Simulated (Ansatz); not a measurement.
# GeSb2Te4: the cost of one run

Computed with Ansatz 0.2.0 (DFT PBE, scalar-relativistic, plane waves, PAW, unless a step's input says otherwise).

## 1. The system as given

It takes space group R3m (No. 160, trigonal). The conventional cell has a = 4.309 Å, b = 4.309 Å, c = 41.691 Å, α = 90.00°, β = 90.00°, γ = 120.00°. Ge (site symmetry 3m) has 6 Te at 2.86 to 3.32 Å in its first shell of neighbours. Sb (site symmetry 3m) has 6 Te at 3.02 to 3.21 Å in its first shell of neighbours. Sb (site symmetry 3m) is surrounded by 6 Te at 3.03 to 3.16 Å. Around Te (site symmetry 3m) lie 3 Ge at 2.86 Å. Te (site symmetry 3m) has 3 Sb at 3.02 Å in its first shell of neighbours. Te (site symmetry 3m) is surrounded by 6 Sb at 3.16 to 3.21 Å. Te (site symmetry 3m) is surrounded by 3 Sb at 3.03 Å and 3 Ge at 3.32 Å.

As a file:

```cif
data_structure
_symmetry_space_group_name_H-M 'R3m:H'
_symmetry_Int_Tables_number 160
_cell_length_a 4.3095
_cell_length_b 4.3095
_cell_length_c 41.6912
_cell_angle_alpha 90.000
_cell_angle_beta 90.000
_cell_angle_gamma 120.000
_cell_volume 670.53
loop_
_atom_site_label
_atom_site_type_symbol
_atom_site_symmetry_multiplicity
_atom_site_Wyckoff_symbol
_atom_site_fract_x
_atom_site_fract_y
_atom_site_fract_z
_atom_site_occupancy
Ge1 Ge 3 a 0.66667 0.33333 0.76288 1
Sb1 Sb 3 a 0.66667 0.33333 0.90680 1
Sb2 Sb 3 a 0.33333 0.66667 0.66868 1
Te1 Te 3 a 0.33333 0.66667 0.79690 1
Te2 Te 3 a 0.00000 0.00000 0.86583 1
Te3 Te 3 a 0.33333 0.66667 0.95530 1
Te4 Te 3 a 0.00000 0.00000 0.71028 1
```

The runs take a perfect supercell of 56 atoms; the defect goes to fractional position (0.572, 0.289, 0.857).

## 2. The perfect supercell

Contents of input.yaml:

```yaml
crystal:
  lattice:
    - [8.61892, 0.0, -1.0e-06]
    - [-2.15473, -1.244034, -13.897081]
    - [0.0, 14.928408, -1.0e-06]
  atoms:
    - { symbol: Ge, position: [0.572158, 0.288631, 0.857386] }
    - { symbol: Ge, position: [0.322158, 0.288631, 0.607386] }
    - { symbol: Ge, position: [0.072158, 0.288631, 0.357386] }
    - { symbol: Ge, position: [0.822158, 0.288631, 0.107386] }
    - { symbol: Ge, position: [0.072158, 0.288631, 0.857386] }
    - { symbol: Ge, position: [0.822158, 0.288631, 0.607386] }
    - { symbol: Ge, position: [0.572158, 0.288631, 0.357386] }
    - { symbol: Ge, position: [0.322158, 0.288631, 0.107386] }
    - { symbol: Sb, position: [0.680104, 0.720416, 0.893368] }
    - { symbol: Sb, position: [0.430104, 0.720416, 0.643368] }
    - { symbol: Sb, position: [0.180104, 0.720416, 0.393368] }
    - { symbol: Sb, position: [0.930104, 0.720416, 0.143368] }
    - { symbol: Sb, position: [0.180104, 0.720416, 0.893368] }
    - { symbol: Sb, position: [0.930104, 0.720416, 0.643368] }
    - { symbol: Sb, position: [0.680104, 0.720416, 0.393368] }
    - { symbol: Sb, position: [0.430104, 0.720416, 0.143368] }
    - { symbol: Sb, position: [0.251509, 0.006036, 0.750503] }
    - { symbol: Sb, position: [0.001509, 0.006036, 0.500503] }
    - { symbol: Sb, position: [0.751509, 0.006036, 0.250503] }
    - { symbol: Sb, position: [0.501509, 0.006036, 0.000503] }
    - { symbol: Sb, position: [0.751509, 0.006036, 0.750503] }
    - { symbol: Sb, position: [0.501509, 0.006036, 0.500503] }
    - { symbol: Sb, position: [0.251509, 0.006036, 0.250503] }
    - { symbol: Sb, position: [0.001509, 0.006036, 0.000503] }
    - { symbol: Te, position: [0.347673, 0.390692, 0.782558] }
    - { symbol: Te, position: [0.097673, 0.390692, 0.532558] }
    - { symbol: Te, position: [0.847673, 0.390692, 0.282558] }
    - { symbol: Te, position: [0.597673, 0.390692, 0.032558] }
    - { symbol: Te, position: [0.847673, 0.390692, 0.782558] }
    - { symbol: Te, position: [0.597673, 0.390692, 0.532558] }
    - { symbol: Te, position: [0.347673, 0.390692, 0.282558] }
    - { symbol: Te, position: [0.097673, 0.390692, 0.032558] }
    - { symbol: Te, position: [0.899377, 0.597507, 0.966459] }
    - { symbol: Te, position: [0.649377, 0.597507, 0.716459] }
    - { symbol: Te, position: [0.399377, 0.597507, 0.466459] }
    - { symbol: Te, position: [0.149377, 0.597507, 0.216459] }
    - { symbol: Te, position: [0.399377, 0.597507, 0.966459] }
    - { symbol: Te, position: [0.149377, 0.597507, 0.716459] }
    - { symbol: Te, position: [0.899377, 0.597507, 0.466459] }
    - { symbol: Te, position: [0.649377, 0.597507, 0.216459] }
    - { symbol: Te, position: [0.466473, 0.865892, 0.822158] }
    - { symbol: Te, position: [0.216473, 0.865892, 0.572158] }
    - { symbol: Te, position: [0.966473, 0.865892, 0.322158] }
    - { symbol: Te, position: [0.716473, 0.865892, 0.072158] }
    - { symbol: Te, position: [0.966473, 0.865892, 0.822158] }
    - { symbol: Te, position: [0.716473, 0.865892, 0.572158] }
    - { symbol: Te, position: [0.466473, 0.865892, 0.322158] }
    - { symbol: Te, position: [0.216473, 0.865892, 0.072158] }
    - { symbol: Te, position: [0.78271, 0.130839, 0.92757] }
    - { symbol: Te, position: [0.53271, 0.130839, 0.67757] }
    - { symbol: Te, position: [0.28271, 0.130839, 0.42757] }
    - { symbol: Te, position: [0.03271, 0.130839, 0.17757] }
    - { symbol: Te, position: [0.282709, 0.130837, 0.92757] }
    - { symbol: Te, position: [0.032709, 0.130837, 0.67757] }
    - { symbol: Te, position: [0.782709, 0.130837, 0.42757] }
    - { symbol: Te, position: [0.532709, 0.130837, 0.17757] }
basis:
  ecutwfc: 420
  fft_grid_basis: typed
kpoints:
  mp_grid: { grid: [2, 1, 1] }
hamiltonian:
  xc: pbe
  pseudopotentials: { kind: paw }
scf:
  occupations: { method: gaussian, width: 0.05 }
output:
  forces: true
  stress: false
  eigenvalues: true
  bader: false
  write_density: true
  volumetric_format: npy
```

Started as:

```console
$ ansatz run input.yaml --threads 8 --pin off --max-ram 16384MiB --backend cpu --events-out ev --progress --plain --runs-dir out
```

**Question.** How long does this run take on 8 threads of Intel Xeon 6975P-C (Granite Rapids), shared host, and how much memory does it need?

About 12 s, with a peak of 7.8 GiB.
